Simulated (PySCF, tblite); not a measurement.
# C6H9B2 radical: geometry, infrared bands and EPR parameters

Aim: predict the infrared bands and EPR parameters of C6H9B2 radical (`C=[C]BC#CB(C)C`).

The runs use tblite 0.8.0 and PySCF 2.14.0, with density-fitted response routines of our own; the level of theory stands in each step. All values are computed, except where a source is named. Atoms are numbered from 0 throughout.

**1. Starting geometry**

17 atoms, charge 0, multiplicity 2; geometry from: force field or distance geometry start.

Bonds of the start (Å): C0–C1 1.35, C1–B2 1.56, B2–C3 1.55, C3–C4 1.20, C4–B5 1.54, B5–C6 1.59, B5–C7 1.58, C0–H8 1.09, C0–H9 1.08, B2–H10 1.18, C6–H11 1.10, C6–H12 1.11, C6–H13 1.11, C7–H14 1.11, C7–H15 1.11, C7–H16 1.11.

**2. Geometry optimisation with GFN2-xTB**

The job: settings as JSON, then the geometry in Å.

```
{"job": {"kind": "relax", "xc": "GFN2-xTB", "basis": "xTB"}, "charge": 0, "multiplicity": 2}
C      4.680500     0.206300     0.444600
C      3.357200     0.419900     0.297800
B      2.324300    -0.733100     0.523200
C      0.819600    -0.428100     0.339500
C     -0.355500    -0.205800     0.220200
B     -1.856500     0.091100     0.037600
C     -2.320900     1.561700    -0.356400
C     -2.916400    -1.059600     0.258200
H      5.072100    -0.770300     0.713500
H      5.356900     1.030300     0.293300
H      2.663700    -1.821300     0.810200
H     -1.877000     1.839400    -1.325500
H     -3.432700     1.598800    -0.425800
H     -1.985800     2.274300     0.424400
H     -3.619400    -0.770000     1.073600
H     -2.418700    -2.013800     0.534300
H     -3.498400    -1.207800    -0.679200
```

Started as:

```
OMP_NUM_THREADS=1 python probes_run.py task.json out
```

One launch serves the whole session: the jobs run in the order shown.

**Question.** This job is followed by: GFN2-xTB harmonic vibrations, gas phase; UKS B3LYP, pcH-1 on B C H, non-relativistic, mean-field spin-orbit, GIAO. What will the session give for the following? strongest single infrared mode (GFN2-xTB); zero-point energy (GFN2-xTB); g(iso) (B3LYP); ⟨S²⟩; largest a(iso) (averaged by class); potential on the surface of density 0.002 e/bohr³, 1st and 99th percentile.

The runs gave:

| quantity | value |
| --- | --- |
| strongest single infrared mode (GFN2-xTB) | 1262 cm⁻¹, 201 km/mol |
| zero-point energy (GFN2-xTB) | 79.0 kcal/mol |
| g(iso) (B3LYP) | 2.00235 |
| ⟨S²⟩ | 0.758 (exact 0.75) |
| largest a(iso) (averaged by class) | 1H on H8, H9, 147.4 MHz |
| potential on the surface of density 0.002 e/bohr³, 1st and 99th percentile | -0.65 V and 1.12 V |

What this shows: Relaxing lowered the energy by 1.261 eV in 176 steps; the close pair that moved most is C1–B2, from 1.564 to 1.471 Å. No mode is imaginary among the 45: a minimum at this level. The strongest single mode, at 1262 cm⁻¹, is spread over several atoms, B5, B2, C3, C4 among them. Unscaled tight-binding wavenumbers are off by several per cent, some by more. Its intensities can rank the bands wrongly. Most of the unpaired spin sits on C1 (0.75 e). The isotropic g lies 0.0 ppt above the free-electron value. These values are for one conformer; the search (at its own cheap level) found 2 more, at 0.02, 0.13 kcal/mol (those within 0.05 may be mirror or relabelled copies), and measured spectra average over such forms.
